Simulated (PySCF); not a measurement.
# Ta²⁺: excitation energy in aug-cc-pVTZ-PP plus 1 even-tempered diffuse shell per l with ECP60

Aim: the excitation energy of tantalum from differences of total energies, at each level of theory, and how far each lands from the tabulated value where there is one.

The numbers are computed with PySCF 2.14.0 (unrestricted determinants in a Gaussian basis, no spin-orbit coupling in the energies), except any that are marked as measured or tabulated.

## Step 1: The atom as given

```
Element                                   : tantalum (Z = 73)
Basis                                     : aug-cc-pVTZ-PP with one added diffuse shell each of s, p, d, f, g type with ECP60MDF (7s7p6d4f3g, 113 functions)
Hamiltonian                               : a scalar-relativistic core potential
State 1                                   : Ta²⁺: [Xe] 4f14 5d2 6p1, one real determinant (an excited configuration)
Needed too, but not shown                 : Ta²⁺ [Xe] 4f14 5d3 (4F)
Methods                                   : UHF, LDA, PBE, PBE0, r2SCAN, B2PLYP, M06-2X, TPSS, MP2
Core shells frozen in the correlated runs : valence: 5s2 5p6 (for Ta²⁺)
```

Outer shells as boxes (Hund's rule):

Ta2+ [Xe] 4f14 5d2 6p1
```
[Xe] core
4f [↑↓][↑↓][↑↓][↑↓][↑↓][↑↓][↑↓]
5d [↑ ][↑ ][  ][  ][  ]
6p [↑ ][  ][  ]
```

The runs were made by one driver on top of PySCF. The scripts below sum up each run's settings (the driver also hands on starting orbitals that pick excited configurations, and frozen orbitals as a list rather than a count), and the logs come from the driver's own runs. The driver starts from symmetry-adapted Hartree-Fock orbitals, holds the occupation by maximum overlap and uses a logarithmic radial grid for functionals, so a plain start would take other cycles.

The integrals over 113 functions and the set-up took 4.3 s of CPU time.

## Step 2: Ta²⁺ [Xe] 4f14 5d2 6p1, method by method

**UHF**

Input file input.py:

```python
from pyscf import gto, scf, dft, mp, cc
import basis_set_exchange as bse
txt = bse.get_basis("aug-cc-pVTZ-PP", elements=["Ta"], fmt="nwchem", header=False, augment_diffuse=1)
cut = txt.index("\nECP")
mol = gto.M(atom="Ta 0 0 0", charge=2, spin=3, symmetry="D2h",
            basis=gto.basis.parse(txt[:cut]),
            ecp={"Ta": gto.basis.parse_ecp(txt[cut:])})
mf = scf.UHF(mol)
mf.irrep_nelec = {'Ag': (2, 1), 'B1g': (1, 0), 'B1u': (1, 1), 'B2u': (2, 1), 'B3u': (1, 1)}
mf.kernel()
```

**LDA**

input.py, as changed from the run before:

```diff
@@ -7,3 +7,3 @@
             ecp={"Ta": gto.basis.parse_ecp(txt[cut:])})
-mf = scf.UHF(mol)
+mf = dft.UKS(mol, xc="LDA,VWN")
 mf.irrep_nelec = {'Ag': (2, 1), 'B1g': (1, 0), 'B1u': (1, 1), 'B2u': (2, 1), 'B3u': (1, 1)}
```

**PBE**

input.py, as changed from the run before:

```diff
@@ -7,3 +7,3 @@
             ecp={"Ta": gto.basis.parse_ecp(txt[cut:])})
-mf = dft.UKS(mol, xc="LDA,VWN")
+mf = dft.UKS(mol, xc="PBE")
 mf.irrep_nelec = {'Ag': (2, 1), 'B1g': (1, 0), 'B1u': (1, 1), 'B2u': (2, 1), 'B3u': (1, 1)}
```

**PBE0**

input.py, as changed from the run before:

```diff
@@ -7,3 +7,3 @@
             ecp={"Ta": gto.basis.parse_ecp(txt[cut:])})
-mf = dft.UKS(mol, xc="PBE")
+mf = dft.UKS(mol, xc="PBE0")
 mf.irrep_nelec = {'Ag': (2, 1), 'B1g': (1, 0), 'B1u': (1, 1), 'B2u': (2, 1), 'B3u': (1, 1)}
```

**r2SCAN**

input.py, as changed from the run before:

```diff
@@ -7,3 +7,3 @@
             ecp={"Ta": gto.basis.parse_ecp(txt[cut:])})
-mf = dft.UKS(mol, xc="PBE0")
+mf = dft.UKS(mol, xc="R2SCAN")
 mf.irrep_nelec = {'Ag': (2, 1), 'B1g': (1, 0), 'B1u': (1, 1), 'B2u': (2, 1), 'B3u': (1, 1)}
```

**B2PLYP**

input.py, as changed from the run before:

```diff
@@ -7,3 +7,3 @@
             ecp={"Ta": gto.basis.parse_ecp(txt[cut:])})
-mf = dft.UKS(mol, xc="R2SCAN")
+mf = dft.UKS(mol, xc="0.53*HF + 0.47*B88, 0.73*LYP")
 mf.irrep_nelec = {'Ag': (2, 1), 'B1g': (1, 0), 'B1u': (1, 1), 'B2u': (2, 1), 'B3u': (1, 1)}
```

**M06-2X**

input.py, as changed from the run before:

```diff
@@ -7,3 +7,3 @@
             ecp={"Ta": gto.basis.parse_ecp(txt[cut:])})
-mf = dft.UKS(mol, xc="0.53*HF + 0.47*B88, 0.73*LYP")
+mf = dft.UKS(mol, xc="M062X")
 mf.irrep_nelec = {'Ag': (2, 1), 'B1g': (1, 0), 'B1u': (1, 1), 'B2u': (2, 1), 'B3u': (1, 1)}
```

**TPSS**

input.py, as changed from the run before:

```diff
@@ -7,3 +7,3 @@
             ecp={"Ta": gto.basis.parse_ecp(txt[cut:])})
-mf = dft.UKS(mol, xc="M062X")
+mf = dft.UKS(mol, xc="TPSS")
 mf.irrep_nelec = {'Ag': (2, 1), 'B1g': (1, 0), 'B1u': (1, 1), 'B2u': (2, 1), 'B3u': (1, 1)}
```

**MP2 (valence)**

input.py, as changed from the run before:

```diff
@@ -7,4 +7,5 @@
             ecp={"Ta": gto.basis.parse_ecp(txt[cut:])})
-mf = dft.UKS(mol, xc="TPSS")
+mf = scf.UHF(mol)
 mf.irrep_nelec = {'Ag': (2, 1), 'B1g': (1, 0), 'B1u': (1, 1), 'B2u': (2, 1), 'B3u': (1, 1)}
 mf.kernel()
+mp.UMP2(mf, frozen=4).kernel()
```

Q: Predict the outcome of this session.

The runs gave:

| quantity | value |
| --- | --- |
| excitation energy, Ta²⁺ → [Xe] 4f14 5d2 6p1 | UHF 6.715, MP2 (valence) 6.794 eV |

**Reading.** The methods span 0.203 eV, from TPSS (6.708) to PBE0 (6.911). No reference value is at hand in this session. All values hold for this basis alone; no basis-set limit was taken.
